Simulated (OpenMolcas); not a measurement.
# SnBr4 (SMILES [Br][Sn]([Br])([Br])[Br]): PBE50/ANO-RCC-VDZP (DKH1, RICD fitting)

Aim: the vertical electron affinity of SnBr4 at PBE50/ANO-RCC-VDZP (DKH1, RICD fitting), from 2 runs. 

The results are computed with OpenMolcas 26.06.

**1. Starting point**

The species is SnBr4 (5 atoms), meant as a singlet with charge 0. As SMILES, `[Br][Sn]([Br])([Br])[Br]`. The shape comes from GFN2-xTB, which is rough for such elements, and wasn't checked as a minimum.

Bond lengths: Br1–Sn2 2.551 Å, Sn2–Br3 2.553 Å, Sn2–Br4 2.552 Å, Sn2–Br5 2.552 Å. Angles: Br1–Sn2–Br3 109.5°, Br1–Sn2–Br4 109.5°, Br1–Sn2–Br5 109.5°, Br3–Sn2–Br4 109.4°, Br3–Sn2–Br5 109.4°, Br4–Sn2–Br5 109.5°.

**2. Energy and forces at PBE50/ANO-RCC-VDZP (DKH1, RICD fitting)**

Input file job.input:

```
* Br4Sn Kohn-Sham DFT

&gateway
  coord
  5
  bohr
  Br    -2.19380196     0.02443416     4.29389239
  Sn    -0.00177634     0.00049133     0.00139840
  Br     4.07986201    -2.55504200     0.29349336
  Br    -2.91373092    -1.99645786    -3.28330466
  Br     1.02942831     4.52655547    -1.30547950
  basis=ANO-RCC-VDZP
  group=NoSym
  ricd

&seward
  relativistic=R01O00
  expert

&scf
  ksdft=HYB_GGA_XC_PBE50
  prorbitals=0

&alaska
```

Started as:

```bash
$ export MOLCAS_MEM=1860
$ pymolcas job.input > job.log
```

The program printed (excerpt; [...] marks lines left out):

```text
--- Start Module: gateway ---
[...]
--- Stop Module: gateway /rc=_RC_ALL_IS_WELL_ ---
[...]
 ###    WARNING:  EXPERT option is ON!                                       ###
 ###############################################################################
               SEWARD will generate:
[...]
      Basis functions          151
[...]
--- Start Module: scf ---
[...]
       Convergence after  10 Iterations
[...]
::    Total KS-DFT energy                          -16665.6446663623
[...]
      Total spin, S                                     0.0000000000
[...]
      Total electronic charge=  190.000000
      Total            charge=   -0.000000
[...]
      Dipole Moment (debye):
      Origin of the operator (angstrom)=   -0.0001    0.0000    0.0001
                   X= -1.1021E-02               Y=  3.5777E-03               Z=  8.5295E-03           Total=  1.4388E-02
      Quadrupole Moment (debye*angstrom):
[...]
--- Stop Module: scf /rc=_RC_ALL_IS_WELL_ ---
[...]
--- Start Module: alaska ---
[...]
 *              Molecular gradients               *
 **************************************************
  Irreducible representation: a
 ------------------------------------------------------------------------------------------
                              X                       Y                       Z
 ------------------------------------------------------------------------------------------
  BR1              -1.15883331354496E-02    1.30709378699190E-04    2.27289780328874E-02
  SN2              -2.71523093957293E-04    6.76588609780093E-05    1.86403745672442E-04
  BR3               2.18539443086883E-02   -1.36729044549071E-02    1.55531245884610E-03
  BR4              -1.54826715546363E-02   -1.06146450230469E-02   -1.75116104253021E-02
  BR5               5.48858347551118E-03    2.40891812386650E-02   -6.95908381202059E-03
 ------------------------------------------------------------------------------------------
--- Stop Module: alaska /rc=_RC_ALL_IS_WELL_ ---
[...]
```

Run time: 91 s. Hardware: 1 thread of Arm Neoverse V1, shared host; peak memory 0.44 GiB.

**3. The doublet anion at the same level**

Input file job.input:

```
* Br4Sn Kohn-Sham DFT
>>> EXPORT MOLCAS_PRINT=2

&GATEWAY
 Coord
 5
 bohr
 Br    -2.19380196     0.02443416     4.29389239
 Sn    -0.00177634     0.00049133     0.00139840
 Br     4.07986201    -2.55504200     0.29349336
 Br    -2.91373092    -1.99645786    -3.28330466
 Br     1.02942831     4.52655547    -1.30547950
 Basis = ANO-RCC-VDZP
 Group = NoSym
 RICD

&SEWARD
 Relativistic = R01O00
 Expert

&SCF
 UHF
 Charge = -1
 Spin = 2
 KSDFT = HYB_GGA_XC_PBE50
 PrOrbitals = 0

&ALASKA
```

Started as:

```bash
$ export MOLCAS_MEM=1860
$ pymolcas job.input > job.log
```

The program printed (excerpt; [...] marks lines left out):

```text
--- Start Module: gateway ---
[...]
--- Stop Module: gateway /rc=_RC_ALL_IS_WELL_ ---
[...]
 ###    WARNING:  EXPERT option is ON!                                       ###
 ###############################################################################
               SEWARD will generate:
[...]
      Basis functions          151
[...]
--- Start Module: scf ---
[...]
       Convergence after  16 Iterations
[...]
::    Total KS-DFT energy                          -16665.7599384609
[...]
      Total spin, S                                     0.5036461771
[...]
      Total electronic charge=  191.000000
      Total            charge=   -1.000000
[...]
      Dipole Moment (debye):
      Origin of the operator (angstrom)=   -0.0001    0.0000    0.0001
                   X= -1.2948E-02               Y=  4.5987E-03               Z=  9.9659E-03           Total=  1.6974E-02
      Center of Charge (angstrom)
[...]
--- Stop Module: scf /rc=_RC_ALL_IS_WELL_ ---
[...]
--- Start Module: alaska ---
[...]
 *              Molecular gradients               *
 **************************************************
  Irreducible representation: a
 ------------------------------------------------------------------------------------------
                              X                       Y                       Z
 ------------------------------------------------------------------------------------------
  BR1               7.61290902739375E-03   -8.38917857016730E-05   -1.48662999060605E-02
  SN2              -2.73800209957327E-04    7.48569458908256E-05    1.89455225393157E-04
  BR3              -1.38066164470416E-02    8.65370212092387E-03   -1.00157066538742E-03
  BR4               9.99105416683221E-03    6.84577299603717E-03    1.12137206125595E-02
  BR5              -3.52354653766440E-03   -1.54904402767642E-02    4.46469473411071E-03
 ------------------------------------------------------------------------------------------
--- Stop Module: alaska /rc=_RC_ALL_IS_WELL_ ---
[...]
```

It took 2.4 min on 1 thread of Arm Neoverse V1, shared host; peak memory 0.44 GiB.

**4. Results**

At PBE50/ANO-RCC-VDZP (DKH1, RICD fitting):

```
                                         quantity            value
                      singlet SnBr4: total energy  -16665.64467 Eh
                     singlet SnBr4: dipole moment           0.01 D
                       singlet SnBr4: HOMO energy        -10.31 eV
                       singlet SnBr4: LUMO energy         -4.00 eV
                     singlet SnBr4: HOMO–LUMO gap          6.31 eV
          singlet SnBr4: largest force on an atom       1.328 eV/Å
                      doublet anion: total energy  -16665.75994 Eh
doublet anion: HOMO energy (highest over α and β)         -2.27 eV
 doublet anion: LUMO energy (lowest over α and β)          1.12 eV
                              doublet anion: ⟨S²⟩            0.757
          doublet anion: largest force on an atom       0.859 eV/Å
vertical electron affinity (to the doublet anion)         3.137 eV
```

**Reading.** At fixed nuclei the extra electron is bound by 3.14 eV (303 kJ/mol). The largest force (singlet SnBr4) is 1.33 eV/Å: the shape isn't a stationary point for this species at this level. Mulliken charges (singlet SnBr4) run from -0.24 on Br3 to +0.96 on Sn2; they depend strongly on the basis. Mulliken charges (doublet anion) run from -0.47 on Br3 to +0.87 on Sn2; they depend strongly on the basis.
